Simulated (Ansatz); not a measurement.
# CH₃LiOSi (SMILES [Li][O][SiH]=C): single points off equilibrium

One table from this session's results is given with a row withheld; the runs are named, their logs left out.

Computed with Ansatz 0.2.0, Gaussian basis. Level: single points in def2-TZVPP.

Cores are frozen in the correlated methods. The outer core shell of Li, Na, Mg and K is correlated.

## Starting geometry

SMILES `[Li][O][SiH]=C`, 7 atoms, charge 0, spin multiplicity 1.

Atoms are counted from 1 here; the program's logs count them from 0.

Bond lengths: Li1–O2 1.561 Å, O2–Si3 1.832 Å, Si3–C4 1.701 Å, Si3–H5 1.509 Å, C4–H6 1.075 Å, C4–H7 1.259 Å. Angles: Li1–O2–Si3 171.0°, O2–Si3–C4 125.7°, O2–Si3–H5 106.8°, C4–Si3–H5 125.3°, Si3–C4–H6 110.7°, Si3–C4–H7 122.9°, H6–C4–H7 124.1°.

As a file:

```
Li   -0.19680   -3.00730    1.13030
O     0.27070   -1.58290    0.69360
Si    0.53910    0.15720    0.18900
C    -0.60770    1.15710   -0.57090
H     2.03040    0.38880    0.19480
H    -0.12520    1.98270   -1.06210
H    -1.78840    0.78850   -0.80690
```

The first run:

File run/in.yaml:

```yaml
crystal:
  periodic: [false, false, false]
  atoms:
    - {symbol: Li, position_ang: [-0.196800, -3.007300, 1.130300]}
    - {symbol: O, position_ang: [0.270700, -1.582900, 0.693600]}
    - {symbol: Si, position_ang: [0.539100, 0.157200, 0.189000]}
    - {symbol: C, position_ang: [-0.607700, 1.157100, -0.570900]}
    - {symbol: H, position_ang: [2.030400, 0.388800, 0.194800]}
    - {symbol: H, position_ang: [-0.125200, 1.982700, -1.062100]}
    - {symbol: H, position_ang: [-1.788400, 0.788500, -0.806900]}
basis:
  gaussian: {orbitals: def2-TZVPP}
correlation: {method: ccsd_t}
output: {forces: true}
```

The command line of these runs was not kept.

Steps of the session up to this table: CCSD(T)/def2-TZVPP; PBE0-D4/def2-TZVPP; wB97M-V/def2-TZVPP; r2SCAN-D4/def2-TZVPP; PBE-D4/def2-TZVPP; revPBE-D4/def2-TZVPP; SPW92/def2-TZVPP.

One table of the session follows, with a row left open; its other results are not shown here.

```
   method  RMS force component (eV/Å)  angle to CCSD(T) forces (°)  dipole (D)
  CCSD(T)                       2.207                    reference        6.62
  PBE0-D4                       2.168                          3.5        6.55
  wB97M-V                           ?                            ?           ?
r2SCAN-D4                       2.162                          2.5        6.67
   PBE-D4                       2.035                          3.3        6.46
revPBE-D4                       2.044                          3.5        6.48
    SPW92                       2.051                          5.8        6.41
```

**Question.** Estimate the row for wB97M-V.

The run gave: RMS force component (eV/Å): 2.153; angle to CCSD(T) forces (°): 4.6; dipole (D): 6.54. In the column «RMS force component (eV/Å)» it lies between SPW92 (2.051) and r2SCAN-D4 (2.162).
